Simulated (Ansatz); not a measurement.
# Hf2ScHg3: the cost of one run

Computed with Ansatz 0.2.0 (DFT PBE, scalar-relativistic, plane waves, PAW, unless a step's input says otherwise).

## (1) The system as given

Symmetry: P6/mmm, No. 191, hexagonal system. Conventional cell: a = 5.774 Å, b = 5.774 Å, c = 4.551 Å, α = 90.00°, β = 90.00°, γ = 120.00°. Hf (site symmetry -6m2) has 6 Hg at 2.82 Å and 3 Sc at 3.33 Å and 3 Hf at 3.33 Å in its first shell of neighbours. Around Sc (site symmetry 6/mmm) lie 6 Hf at 3.33 Å and 12 Hg at 3.68 Å. Hg (site symmetry mmm) is surrounded by 4 Hf at 2.82 Å and 4 Hg at 2.89 Å.

Coordinates:

```
Hf Sc Hg
1.0
     5.77446    0.00000    0.00000
    -2.88723    5.00083    0.00000
     0.00000    0.00000    4.55091
Hf Sc Hg
2 1 3
Direct
  0.66667 0.33333 0.00000
  0.33333 0.66667 0.00000
  0.00000 0.00000 0.00000
  0.50000 0.00000 0.50000
  0.50000 0.50000 0.50000
  0.00000 0.50000 0.50000
```

The cell is invented: species swapped into a database cell of LaGa3Pd2 (P6/mmm, No. 191), with Sc on the La sites, Hg on the Ga sites and Hf on the Pd sites. Its size is a rough estimate.

## (2) A first look at the guess

File input.yaml:

```yaml
crystal:
  lattice:
    - [5.77446414, 0.0, 0.0]
    - [-2.88723207, 5.00083264, 0.0]
    - [0.0, 0.0, 4.55090739]
  atoms:
    - { symbol: Hf, position: [0.66666667, 0.33333333, 0.0] }
    - { symbol: Hf, position: [0.33333333, 0.66666667, 0.0] }
    - { symbol: Sc, position: [0.0, 0.0, 0.0] }
    - { symbol: Hg, position: [0.5, 0.0, 0.5] }
    - { symbol: Hg, position: [0.5, 0.5, 0.5] }
    - { symbol: Hg, position: [0.0, 0.5, 0.5] }
basis:
  ecutwfc: 420
kpoints:
  mp_grid: { grid: [3, 3, 4] }
hamiltonian:
  xc: pbe
scf:
  occupations: { method: gaussian, width: 0.1 }
  lower_state_search: "off"
output:
  forces: true
  stress: true
  eigenvalues: true
```

On the command line:

```bash
ansatz run input.yaml --threads 1 --pin off --max-ram 2560MiB --backend cpu --events-out ev --progress --plain --runs-dir out
```

Q: Estimate wall time and peak memory on 1 thread of Arm Neoverse N1, shared host.

About 9.6 s, with a peak of 0.44 GiB.
